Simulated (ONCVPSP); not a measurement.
# Ni: generating and testing an ONCV potential

Do these settings give a usable potential? It is generated, then checked for transferability, scattering, ghosts and hardness.

Method: ONCVPSP 4.0.1.1 (patched build), PBE, scalar-relativistic.

## (1) Settings

Typed settings, in words:

- element: nickel (Ni, Z = 28)
- type: optimised norm-conserving Vanderbilt (ONCV)
- frozen core: [Ne] 3s2
- valence charge: 16
- reference configuration: 3p6 3d8 (charge +2)
- partial waves: s scattering state at 0.12 Ha: rc 1.60 bohr, ncon 4, nbas 9, qcut 4 1/bohr, 2 projectors, debl 2 Ha; 3p: rc 0.75 bohr, ncon 4, nbas 7, qcut 10.2 1/bohr, 3 projectors, debl 3 Ha; 3d: rc 1.65 bohr, ncon 4, nbas 9, qcut 9.5 1/bohr, 2 projectors, debl 1.3 Ha
- local potential: polynomial inside 0.55 bohr (lpopt 1, dvloc0 0 Ha)
- core correction: not asked for

## (2) The generation run

File Ni.dat:

```
# ATOM AND REFERENCE CONFIGURATION
# atsym  z   nc   nv     iexc    psfile
  Ni 28.00    4    2        4      upf
#
#   n    l    f
    1    0    2.00
    2    0    2.00
    2    1    6.00
    3    0    2.00
    3    1    6.00
    3    2    8.00
#
# PSEUDOPOTENTIAL AND OPTIMIZATION
# lmax
    2
#
#   l,   rc,      ep,       ncon, nbas, qcut
    0    1.60    0.12    4    9    4.00
    1    0.75    0.00    4    7   10.20
    2    1.65    0.00    4    9    9.50
#
# LOCAL POTENTIAL
# lloc, lpopt,  rc(5),   dvloc0
    4    1    0.55    0.00
#
# VANDERBILT-KLEINMAN-BYLANDER PROJECTORs
# l, nproj, debl
    0    2    2.00
    1    3    3.00
    2    2    1.30
#
# MODEL CORE CHARGE
# icmod, fcfact, rcfact
    0    0.00    0.00
#
# LOG DERIVATIVE ANALYSIS
# epsh1, epsh2, depsh
   -5.00    5.00    0.04
#
# OUTPUT GRID
# rlmax, drl
    6.00    0.01
#
# TEST CONFIGURATIONS
# ncnf
    4
# nvcnf
#   n    l    f
    3
    3    1    6.00
    3    2    8.00
    4    0    2.00
#
    3
    3    1    6.00
    3    2    8.00
    4    0    1.00
#
    2
    3    1    6.00
    3    2    7.00
#
    3
    3    1    6.00
    3    2    8.00
    4    1    2.00
#
```

The run is started by

```console
$ oncvpsp.x < Ni.dat > Ni.out
```

**Question.** What will these runs give? Wanted: cutoffs for 1 and 0.1 mHa per electron, occupied waves; bound ghosts; GHOST(+) flags; largest test error; largest phase difference near zero energy, channels read; projector energies reset by the program.

The runs gave:

| quantity | value |
| --- | --- |
| cutoffs for 1 and 0.1 mHa per electron, occupied waves | 120 Ha and 245 Ha |
| bound ghosts | s at -256.76 eV, p at -3903.90 eV |
| GHOST(+) flags | s at 137 eV |
| largest test error (AE − PS) | +129 meV, for 3p6 3d7 (2 tests unsolved) |
| largest phase difference near zero energy, channels read | 0.002 rad |
| projector energies reset by the program | s: 0.050, 2.050 Ha; p: -3.348, 0.250, 3.250 Ha |

In words: It has a bound ghost (s, p), a state that the atom doesn't have, and that rules the file out. The worst unpolarised test, 3p6 3d7, is off by 129 meV on 37.5 eV; by total energies transferability rates as poor. Of the tests 2 gave no usable energy difference, which is a warning in itself. By its cutoff, 120 Ha for the looser tolerance, it is very hard. At the looser tolerance the 3p wave is the slowest; 3d needs 37 Ha. Near zero energy the phases of the channels with partial waves agree within 0.002 rad. The program also flags highly localised states, GHOST(+) (s). These are tests on the free atom; a crystal test is still owed.
